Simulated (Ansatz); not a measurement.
**Zn2SeS: equation of state with PBE**

Crystal: Zn2SeS.

```
CELL_PARAMETERS angstrom
1.95375 1.12800 6.38365
-1.95375 1.12800 6.38365
0.00000 -2.25600 6.38365
ATOMIC_POSITIONS crystal
Se 0.62453 0.62453 0.62453
Zn 0.49638 0.49638 0.49638
Zn 0.00374 0.00374 0.00374
S 0.12535 0.12535 0.12535
```

The cell comes from a database or a generator and needn't be the stable form of this composition.

```
Program             : Ansatz 0.2.0
Task                : equation of state
Functional          : PBE
Potentials or basis : Ansatz PAW
Cutoff              : 420 eV
Density cutoff      : 1680 eV
k mesh              : 8 × 8 × 8
Occupations         : fermi-dirac, width 0.05 eV
Spin                : no spin polarisation
```

The equilibrium volume is 21.82 Å³/atom. The bulk modulus at fixed shape and positions is 63 GPa. The pressure derivative of the bulk modulus is 4.5.

Energy against volume, from the lowest point:
```csv
volume (Å³/atom),energy (meV/atom)
19.837,41.99
20.259,25.01
20.681,12.79
21.103,4.82
21.525,0.69
21.947,0.00
22.369,2.41
```

All runs of the series together: 67 s on 2 threads of Arm Neoverse V1 (shared host).

Caveat: the cell was scaled at fixed shape and fractional positions, which overstates the stiffness of a crystal with free parameters, most of all of layers and chains.
